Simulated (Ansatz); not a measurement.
**CH₆N₂Si: small, medium and large basis sets**

An exercise on one series of results from a longer session: the logs are not shown, and one member is left open.

Computed with Ansatz 0.2.0, Gaussian basis. Level: one geometry, several basis sets.

Levels to be run: PBE0-D4/def2-SVP; ωB97M-V/def2-SVP; PBE0-D4/def2-QZVPP; ωB97M-V/def2-QZVPP; the functionals' def2-TZVPP values are taken from earlier runs.

## Structure used throughout

All runs share one geometry, relaxed beforehand with PBE0-D4 in a triple-zeta def2 set.

SMILES `NC1N[SiH2]1`, 10 atoms, charge 0, spin multiplicity 1.

Atoms are counted from 1 here; the program's logs count them from 0.

Bond lengths: N1–C2 1.424 Å, N1–H5 1.011 Å, N1–H6 1.015 Å, C2–N3 1.500 Å, C2–Si4 1.836 Å, C2–H7 1.091 Å, N3–Si4 1.721 Å, N3–H8 1.010 Å, Si4–H9 1.480 Å, Si4–H10 1.483 Å. Angles: C2–N1–H5 111.5°, C2–N1–H6 110.8°, H5–N1–H6 107.3°, N1–C2–N3 119.2°, N1–C2–Si4 127.5°, N1–C2–H7 110.9°, N3–C2–Si4 61.2°, N3–C2–H7 114.0°, Si4–C2–H7 115.1°, C2–N3–Si4 69.1°, C2–N3–H8 117.8°, Si4–N3–H8 127.4°, C2–Si4–N3 49.8°, C2–Si4–H9 123.9°, C2–Si4–H10 119.4°, N3–Si4–H9 116.2°, N3–Si4–H10 121.6°, H9–Si4–H10 112.3°.

The first run:

in.yaml

```yaml
crystal:
  periodic: [false, false, false]
  atoms:
    - {symbol: N, position_ang: [-0.915137, 1.090394, 0.888846]}
    - {symbol: C, position_ang: [0.219616, 0.440378, 0.325927]}
    - {symbol: N, position_ang: [0.195868, 0.052999, -1.123083]}
    - {symbol: Si, position_ang: [0.386501, -1.332664, -0.119837]}
    - {symbol: H, position_ang: [-1.767245, 0.578843, 0.701078]}
    - {symbol: H, position_ang: [-1.028506, 2.019767, 0.497386]}
    - {symbol: H, position_ang: [1.144096, 0.928090, 0.640081]}
    - {symbol: H, position_ang: [0.885229, 0.468574, -1.733005]}
    - {symbol: H, position_ang: [-0.737819, -2.295692, -0.114096]}
    - {symbol: H, position_ang: [1.700496, -2.001788, 0.039603]}
basis:
  gaussian: {orbitals: def2-SVP}
hamiltonian: {xc: pbe0, dispersion: d4}
output: {orbitals: {seedname: orbitals}}
```

Started as:

```
> ansatz run in.yaml --threads 2 --pin off --events-out ev --progress --plain --max-ram 4352MiB
```

Steps of the session up to this table: PBE0-D4 in def2-SVP; ωB97M-V in def2-SVP; PBE0-D4 in def2-QZVPP; ωB97M-V in def2-QZVPP.

One of the session's tables, all rows but one given; the rest of the session is left out.

It belongs to the step «Density functionals: the series». 

```
functional       basis  HOMO (eV)  LUMO (eV)
   PBE0-D4    def2-SVP      -6.62       0.35
   PBE0-D4  def2-TZVPP      -6.84      -0.15
   PBE0-D4  def2-QZVPP          ?          ?
   ωB97M-V    def2-SVP      -8.89       2.27
   ωB97M-V  def2-TZVPP      -9.11       1.53
   ωB97M-V  def2-QZVPP      -9.15       1.20
```

**Question.** Estimate the row for PBE0-D4, def2-QZVPP.

The run gave: HOMO (eV): -6.89; LUMO (eV): -0.29. In the column «HOMO (eV)» it lies between ωB97M-V, def2-SVP (-8.89) and PBE0-D4, def2-TZVPP (-6.84).
